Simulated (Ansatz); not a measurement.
# AlF₃H₄OSi: a ladder of functionals and wavefunction methods

An exercise on one series of results from a longer session: the logs are not shown, and one member is left open.

Computed with Ansatz 0.2.0, Gaussian basis. Level: functionals in def2-TZVPP, the program's frozen cores in correlated methods.

Plan: LDA (SPW92), PBE-D4, revPBE-D4, BLYP-D4, r2SCAN-D4, B97M-V, PBE0-D4, B3LYP-D4, r2SCANh-D4, r2SCAN0-D4, HSE06-D4, BHLYP-D4, CAM-B3LYP-D4, LC-ωPBE, ωB97X-V, ωB97M-V, B2PLYP, PBE-QIDH; CCSD(T)/def2-SVP; CCSD(T)/def2-TZVPP; MP2/def2-QZVPP; extrapolation to the limit; RPA on PBE.

## The geometry

The geometry comes from an earlier relaxation with PBE0-D4 in a triple-zeta def2 set; it is a stationary point, not always the lowest conformer.

SMILES `[F][Al-]([F])([F])[OH+][SiH3]`, 10 atoms, charge 0, spin multiplicity 1.

Atoms are counted from 1 here; the program's logs count them from 0.

Bond lengths: F1–Al2 1.649 Å, Al2–F3 1.649 Å, Al2–F4 1.665 Å, Al2–O5 1.897 Å, O5–Si6 1.719 Å, O5–H7 0.961 Å, Si6–H8 1.483 Å, Si6–H9 1.472 Å, Si6–H10 1.472 Å. Angles: F1–Al2–F3 116.2°, F1–Al2–F4 117.5°, F1–Al2–O5 104.2°, F3–Al2–F4 117.6°, F3–Al2–O5 104.0°, F4–Al2–O5 91.6°, Al2–O5–Si6 121.3°, Al2–O5–H7 121.0°, Si6–O5–H7 117.8°, O5–Si6–H8 102.6°, O5–Si6–H9 108.4°, O5–Si6–H10 108.3°, H8–Si6–H9 111.3°, H8–Si6–H10 111.4°, H9–Si6–H10 114.1°.

The first run:

File in.yaml:

```yaml
crystal:
  periodic: [false, false, false]
  atoms:
    - {symbol: F, position_ang: [1.367100, -2.347063, 0.570881]}
    - {symbol: Al, position_ang: [0.198749, -1.615419, -0.333685]}
    - {symbol: F, position_ang: [0.208922, -1.955603, -1.947143]}
    - {symbol: F, position_ang: [-1.277676, -1.348047, 0.388084]}
    - {symbol: O, position_ang: [0.634614, 0.228886, -0.250796]}
    - {symbol: Si, position_ang: [-0.454632, 1.373331, 0.427094]}
    - {symbol: H, position_ang: [1.468148, 0.556075, -0.598865]}
    - {symbol: H, position_ang: [0.286182, 2.649466, 0.281310]}
    - {symbol: H, position_ang: [-1.687233, 1.375036, -0.377624]}
    - {symbol: H, position_ang: [-0.661074, 1.032039, 1.843945]}
basis:
  gaussian: {orbitals: def2-TZVPP}
hamiltonian: {xc: lda}
output: {orbitals: {seedname: orbitals}}
```

The run is started by

```console
ansatz run in.yaml --threads 4 --pin off --events-out ev --progress --plain --max-ram 10444MiB
```

Among the steps run: LDA; PBE-D4 (GGA); revPBE-D4 (GGA); BLYP-D4 (GGA); r2SCAN-D4 (meta-GGA); B97M-V (meta-GGA); B3LYP-D4 (hybrid); r2SCANh-D4 (hybrid); r2SCAN0-D4 (hybrid); HSE06-D4 (hybrid); BHLYP-D4 (hybrid); CAM-B3LYP-D4 (range-separated); LC-ωPBE (range-separated); ωB97X-V (range-separated); ωB97M-V (range-separated); B2PLYP (double hybrid); PBE-QIDH (double hybrid).

One of the session's tables, all rows but one given; the rest of the session is left out.

It belongs to the step «Orbital energies across the functionals». 

| functional | HOMO (eV) | gap (eV) |
| --- | --- | --- |
| LDA (SPW92) | -8.71 | 6.35 |
| PBE-D4 | -8.46 | 6.34 |
| revPBE-D4 | ? | ? |
| BLYP-D4 | -8.39 | 6.36 |
| r2SCAN-D4 | -8.95 | 7.29 |
| B97M-V | -9.07 | 7.12 |
| PBE0-D4 | -10.37 | 9.14 |
| B3LYP-D4 | -10.13 | 8.63 |
| r2SCANh-D4 | -9.69 | 8.33 |
| r2SCAN0-D4 | -10.65 | 9.71 |
| HSE06-D4 | -9.96 | 8.35 |
| BHLYP-D4 | -11.86 | 11.44 |
| CAM-B3LYP-D4 | -11.85 | 11.55 |
| LC-ωPBE | -13.21 | 14.19 |
| ωB97X-V | -12.88 | 13.68 |
| ωB97M-V | -12.71 | 13.15 |

**Question.** Estimate the row for revPBE-D4.

As computed: HOMO (eV): -8.36; gap (eV): 6.35. In the column «HOMO (eV)» it is the highest.
